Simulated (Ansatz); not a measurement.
# C3H6F2Si: up Jacob's ladder to CCSD(T)

An exercise on one series of results from a longer session: the logs are not shown, and one member is left open.

The runs use Ansatz 0.2.0, Gaussian basis; functionals in def2-TZVPP, the program's frozen cores in correlated methods.

Levels to be run: LDA (SPW92), PBE-D4, revPBE-D4, BLYP-D4, r2SCAN-D4, B97M-V, PBE0-D4, B3LYP-D4, r2SCANh-D4, r2SCAN0-D4, HSE06-D4, BHLYP-D4, CAM-B3LYP-D4, LC-ωPBE, ωB97X-V, ωB97M-V, B2PLYP, PBE-QIDH; CCSD(T)/def2-SVP; CCSD(T)/def2-TZVPP; MP2/def2-QZVPP; extrapolation to the limit; RPA on PBE.

### Structure used throughout

An earlier PBE0-D4 in a triple-zeta def2 set relaxation fixed the geometry.

SMILES `FC[Si]1(F)CC1`, 12 atoms, charge 0, spin multiplicity 1.

Atoms are counted from 1 here; the program's logs count them from 0.

Bond lengths: F1–C2 1.388 Å, C2–Si3 1.882 Å, C2–H7 1.095 Å, C2–H8 1.095 Å, Si3–F4 1.598 Å, Si3–C5 1.814 Å, Si3–C6 1.814 Å, C5–C6 1.585 Å, C5–H9 1.086 Å, C5–H10 1.086 Å, C6–H11 1.086 Å, C6–H12 1.086 Å. Angles: F1–C2–Si3 108.8°, F1–C2–H7 108.6°, F1–C2–H8 108.6°, Si3–C2–H7 111.5°, Si3–C2–H8 111.5°, H7–C2–H8 107.8°, C2–Si3–F4 107.9°, C2–Si3–C5 123.1°, C2–Si3–C6 123.1°, F4–Si3–C5 120.8°, F4–Si3–C6 120.8°, C5–Si3–C6 51.8°, Si3–C5–C6 64.1°, Si3–C5–H9 120.6°, Si3–C5–H10 120.5°, C6–C5–H9 115.6°, C6–C5–H10 114.9°, H9–C5–H10 112.4° and more.

Set-up of the first run:

Input file in.yaml:

```yaml
crystal:
  periodic: [false, false, false]
  atoms:
    - {symbol: F, position_ang: [0.621112, -1.756876, 1.378249]}
    - {symbol: C, position_ang: [0.743784, -1.735858, -0.004379]}
    - {symbol: Si, position_ang: [0.102781, -0.086374, -0.644920]}
    - {symbol: F, position_ang: [0.253332, -0.085298, -2.235393]}
    - {symbol: C, position_ang: [0.220451, 1.457591, 0.300962]}
    - {symbol: C, position_ang: [-1.232210, 0.839179, 0.163479]}
    - {symbol: H, position_ang: [1.797025, -1.885312, -0.263437]}
    - {symbol: H, position_ang: [0.174942, -2.575053, -0.417833]}
    - {symbol: H, position_ang: [0.635622, 1.460117, 1.304200]}
    - {symbol: H, position_ang: [0.362947, 2.406018, -0.208198]}
    - {symbol: H, position_ang: [-1.675733, 0.474729, 1.085076]}
    - {symbol: H, position_ang: [-1.926855, 1.432039, -0.423904]}
basis:
  gaussian: {orbitals: def2-TZVPP}
hamiltonian: {xc: lda}
output: {orbitals: {seedname: orbitals}}
```

Launch:

```sh
> ansatz run in.yaml --threads 4 --pin off --events-out ev --progress --plain --max-ram 10444MiB
```

Among the steps run: LDA; PBE-D4 (GGA); revPBE-D4 (GGA); BLYP-D4 (GGA); r2SCAN-D4 (meta-GGA); B97M-V (meta-GGA); B3LYP-D4 (hybrid); r2SCANh-D4 (hybrid); r2SCAN0-D4 (hybrid); HSE06-D4 (hybrid); BHLYP-D4 (hybrid); CAM-B3LYP-D4 (range-separated); LC-ωPBE (range-separated); ωB97X-V (range-separated); ωB97M-V (range-separated); B2PLYP (double hybrid); PBE-QIDH (double hybrid).

One table of the session follows, with a row left open; its other results are not shown here.

It belongs to the step «Orbital energies across the functionals». 

| functional | HOMO (eV) | gap (eV) |
| --- | --- | --- |
| LDA (SPW92) | -6.07 | 5.13 |
| PBE-D4 | -5.93 | 5.28 |
| revPBE-D4 | -5.88 | 5.35 |
| BLYP-D4 | -5.82 | 5.29 |
| r2SCAN-D4 | -6.16 | 5.93 |
| B97M-V | -6.19 | 5.88 |
| PBE0-D4 | -7.17 | 7.51 |
| B3LYP-D4 | -6.98 | 7.06 |
| r2SCANh-D4 | -6.63 | 6.73 |
| r2SCAN0-D4 | -7.32 | 7.92 |
| HSE06-D4 | -6.77 | 6.73 |
| BHLYP-D4 | -8.33 | 9.61 |
| CAM-B3LYP-D4 | -8.56 | 9.91 |
| LC-ωPBE | -9.90 | 12.53 |
| ωB97X-V | -9.54 | 12.01 |
| ωB97M-V | ? | ? |

Q: Estimate the row for ωB97M-V from the others.

**Answer.** HOMO (eV): -9.40; gap (eV): 11.53. In the column «HOMO (eV)» it lies between ωB97X-V (-9.54) and CAM-B3LYP-D4 (-8.56).
